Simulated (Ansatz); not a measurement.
**C₆H₁₈N₂O₂Zr: how energies converge with the basis set**

One table from this session's results is given with a row withheld; the runs are named, their logs left out.

Method: one geometry, several basis sets; program: Ansatz 0.2.0, Gaussian basis.

Levels to be run: PBE0-D4/def2-SVP; ωB97M-V/def2-SVP; PBE0-D4/def2-QZVPP; ωB97M-V/def2-QZVPP; the functionals' def2-TZVPP values are taken from earlier runs.

## The relaxed structure

The geometry comes from an earlier relaxation with PBE0-D4 in a triple-zeta def2 set; it is a stationary point, not always the lowest conformer. Zr takes the def2 core potential; no spin-orbit term is included.

SMILES `CC(C)[NH][Zr]([OH])([OH])[NH]C(C)C`, 29 atoms, charge 0, spin multiplicity 1.

Atoms are counted from 1 here; the program's logs count them from 0.

Bond lengths: C1–C2 1.519 Å, C1–H12 1.093 Å, C1–H13 1.096 Å, C1–H14 1.092 Å, C2–C3 1.522 Å, C2–N4 1.452 Å, C2–H15 1.102 Å, C3–H16 1.094 Å, C3–H17 1.094 Å, C3–H18 1.094 Å, N4–Zr5 2.041 Å, N4–H19 1.015 Å, Zr5–O6 1.945 Å, Zr5–O7 1.951 Å, Zr5–N8 2.052 Å, O6–H20 0.953 Å, O7–H21 0.952 Å, N8–C9 1.450 Å and more. Angles: C2–C1–H12 111.4°, C2–C1–H13 110.4°, C2–C1–H14 110.9°, H12–C1–H13 108.2°, H12–C1–H14 108.0°, H13–C1–H14 107.9°, C1–C2–C3 111.0°, C1–C2–N4 109.8°, C1–C2–H15 107.6°, C3–C2–N4 111.0°, C3–C2–H15 107.7°, N4–C2–H15 109.7°, C2–C3–H16 110.2°, C2–C3–H17 111.2°, C2–C3–H18 111.0°, H16–C3–H17 108.5°, H16–C3–H18 108.0°, H17–C3–H18 107.9° and more.

Coordinates:

```xyz
29
charge 0, multiplicity 1
C     1.2553    1.9819    1.6717
C    -0.2144    2.2650    1.9324
C    -0.6361    1.7419    3.2985
N    -1.0218    1.6787    0.8779
Zr   -0.5458    0.7789   -0.8913
O    -2.1895    0.7594   -1.9302
O     0.9251    1.6652   -1.8167
N     0.0119   -1.1230   -0.3613
C     0.6038   -2.2026   -1.1268
C    -0.1983   -3.4887   -0.9842
C     0.7170   -1.7952   -2.5864
H     1.5731    2.3837    0.7059
H     1.4420    0.9024    1.6709
H     1.8815    2.4301    2.4460
H    -0.3468    3.3587    1.9371
H    -0.4885    0.6594    3.3500
H    -0.0542    2.2101    4.0973
H    -1.6932    1.9479    3.4882
H    -2.0096    1.8218    1.0611
H    -2.8487    0.2590   -2.4032
H     1.3467    2.0973   -2.5531
H    -0.1417   -1.4066    0.5991
H     1.6246   -2.4028   -0.7620
H     0.2698   -4.3117   -1.5319
H    -1.2120   -3.3454   -1.3693
H    -0.2759   -3.7857    0.0653
H    -0.2775   -1.6043   -3.0070
H     1.1815   -2.5846   -3.1809
H     1.3215   -0.8908   -2.6968
```

Set-up of the first run:

Contents of in.yaml:

```yaml
crystal:
  periodic: [false, false, false]
  atoms:
    - {symbol: C, position_ang: [1.255346, 1.981949, 1.671711]}
    - {symbol: C, position_ang: [-0.214436, 2.265018, 1.932434]}
    - {symbol: C, position_ang: [-0.636095, 1.741897, 3.298474]}
    - {symbol: N, position_ang: [-1.021754, 1.678739, 0.877863]}
    - {symbol: Zr, position_ang: [-0.545838, 0.778933, -0.891277]}
    - {symbol: O, position_ang: [-2.189514, 0.759365, -1.930232]}
    - {symbol: O, position_ang: [0.925136, 1.665234, -1.816739]}
    - {symbol: N, position_ang: [0.011926, -1.123025, -0.361347]}
    - {symbol: C, position_ang: [0.603810, -2.202612, -1.126803]}
    - {symbol: C, position_ang: [-0.198339, -3.488692, -0.984201]}
    - {symbol: C, position_ang: [0.717022, -1.795183, -2.586440]}
    - {symbol: H, position_ang: [1.573126, 2.383699, 0.705916]}
    - {symbol: H, position_ang: [1.442020, 0.902363, 1.670851]}
    - {symbol: H, position_ang: [1.881475, 2.430078, 2.445967]}
    - {symbol: H, position_ang: [-0.346759, 3.358728, 1.937067]}
    - {symbol: H, position_ang: [-0.488504, 0.659406, 3.349964]}
    - {symbol: H, position_ang: [-0.054199, 2.210096, 4.097339]}
    - {symbol: H, position_ang: [-1.693152, 1.947860, 3.488180]}
    - {symbol: H, position_ang: [-2.009617, 1.821823, 1.061126]}
    - {symbol: H, position_ang: [-2.848690, 0.259022, -2.403235]}
    - {symbol: H, position_ang: [1.346708, 2.097312, -2.553114]}
    - {symbol: H, position_ang: [-0.141682, -1.406640, 0.599127]}
    - {symbol: H, position_ang: [1.624629, -2.402837, -0.762000]}
    - {symbol: H, position_ang: [0.269830, -4.311684, -1.531938]}
    - {symbol: H, position_ang: [-1.212044, -3.345427, -1.369279]}
    - {symbol: H, position_ang: [-0.275914, -3.785665, 0.065336]}
    - {symbol: H, position_ang: [-0.277505, -1.604326, -3.007034]}
    - {symbol: H, position_ang: [1.181537, -2.584604, -3.180887]}
    - {symbol: H, position_ang: [1.321497, -0.890816, -2.696819]}
basis:
  gaussian: {orbitals: def2-SVP}
hamiltonian: {xc: pbe0, dispersion: d4}
output: {orbitals: {seedname: orbitals}}
```

Command:

```console
$ ansatz run in.yaml --threads 10 --pin off --events-out ev --progress --plain --max-ram 110592MiB --backend cpu
```

Steps of the session up to this table: PBE0-D4 in def2-SVP; ωB97M-V in def2-SVP; PBE0-D4 in def2-QZVPP; ωB97M-V in def2-QZVPP.

One table of the session follows, with a row left open; its other results are not shown here.

It belongs to the step «Density functionals: the series». 

```
functional       basis  HOMO (eV)  LUMO (eV)
   PBE0-D4    def2-SVP      -6.09       0.38
   PBE0-D4  def2-TZVPP      -6.24       0.09
   PBE0-D4  def2-QZVPP      -6.26      -0.07
   ωB97M-V    def2-SVP      -8.39       1.40
   ωB97M-V  def2-TZVPP          ?          ?
   ωB97M-V  def2-QZVPP      -8.58       0.65
```

Q: Estimate the row for ωB97M-V, def2-TZVPP from the others.

As computed: HOMO (eV): -8.55; LUMO (eV): 1.00. In the column «HOMO (eV)» it lies between ωB97M-V, def2-QZVPP (-8.58) and ωB97M-V, def2-SVP (-8.39).
